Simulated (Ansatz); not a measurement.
# GeHBr (triplet): from Hartree-Fock to the top rungs, cc-pVTZ

How much of the correlation energy of GeHBr (triplet) does each wave-function method recover here?

Method: cc-pVTZ, core rule «outside noble gas», up to 28 orbitals frozen; program: Ansatz 0.2.0, Gaussian basis.

The runs, in order: UHF; CCSD(T) on ROHF; CCSD(T) on UHF; BCCD(T) on ROHF; CCSDT(Q) on ROHF; CCSDT(Q) on UHF; CASSCF and MRCISD+Q, 12 electrons in 9 orbitals; CASSCF and NEVPT2, 12 electrons in 9 orbitals.

8 further runs of the same task are left out: 2 for a known fault of the program, 6 set aside as unsound or not needed.

### Step 1. The system

The geometry is a PBE0/def2-TZVP stationary point (not a proven minimum). No spin-orbit coupling is included. The filled d shell of Ge, Br may be among the frozen orbitals whatever the setting's name suggests; the logs give the count.

3 atoms, charge 0, spin multiplicity 3.

Atoms are counted from 1 here; the program's logs count them from 0.

Bond lengths: Ge1–Br2 2.300 Å, Ge1–H3 1.556 Å. Angles: Br2–Ge1–H3 115.8°.

Coordinates:

```xyz
3
BrGeH
Ge    0.00000   -0.48226    0.52708
Br    0.00000   -0.41605   -1.77180
H     0.00000    0.89831    1.24472
```

### Step 2. UHF

in.yaml

```yaml
crystal:
  periodic: [false, false, false]
  atoms:
    - {symbol: Ge, position_ang: [0.000000, -0.482260, 0.527082]}
    - {symbol: Br, position_ang: [0.000000, -0.416051, -1.771802]}
    - {symbol: H, position_ang: [0.000000, 0.898312, 1.244719]}
basis:
  gaussian: {orbitals: cc-pVTZ}
magnetization: {spin_polarized: true, initial_magnetization: 2}
hamiltonian: {xc: hf}
output: {orbitals: {seedname: orbitals}}
```

Launch:

```console
$ ansatz run in.yaml --threads 1 --pin off --events-out ev --progress --plain --max-ram 4096MiB --backend cpu
```

Further steps of the session: CCSD(T) on ROHF; CCSD(T) on UHF; BCCD(T) on ROHF; CCSDT(Q) on ROHF; CCSDT(Q) on UHF; CASSCF and MRCISD+Q, 12 electrons in 9 orbitals; CASSCF and NEVPT2, 12 electrons in 9 orbitals.

Before running them: what should the planned runs give, taken together? Wanted: UCCSDT(Q) from the RHF energy; RMP2 from UCCSDT(Q); UMP2 from UCCSDT(Q); RCCSD from UCCSDT(Q); RCCSD(T) from UCCSDT(Q); UCCSD(T) from UCCSDT(Q); RCCSDT(Q) from UCCSDT(Q); NEVPT2 valence from UCCSDT(Q); MRCISD+Q valence from UCCSDT(Q).

The runs gave:

```
                         quantity                                value
    UCCSDT(Q) from the ROHF energy                           -7.5672 eV
              RMP2 from UCCSDT(Q)                      +25.88 kcal/mol
              UMP2 from UCCSDT(Q)                      +25.47 kcal/mol
             RCCSD from UCCSDT(Q)                       +8.05 kcal/mol
          RCCSD(T) from UCCSDT(Q)                       +1.28 kcal/mol
          UCCSD(T) from UCCSDT(Q)                       +1.00 kcal/mol
         RCCSDT(Q) from UCCSDT(Q)                       +0.31 kcal/mol
    NEVPT2 valence from UCCSDT(Q)                      +35.75 kcal/mol
  MRCISD+Q valence from UCCSDT(Q)                       +3.28 kcal/mol
levels within 1 kcal/mol (43 meV)  UCCSD(T), RCCSDT, UCCSDT, RCCSDT(Q)
                    T1 diagnostic                                0.024
   effectively unpaired electrons                                 2.01
```

**Reading.** RCCSD(T) lands +1.28 kcal/mol from the yardstick (0.7 % of the correlation energy). One determinant dominates. Of the multireference levels listed MRCISD+Q valence comes nearest in total energy (+3.28 kcal/mol), which doesn't show that its space is the better one. These misses are within one basis, not against nature; the frozen cores of restricted and unrestricted runs differ, which can shift their rows.
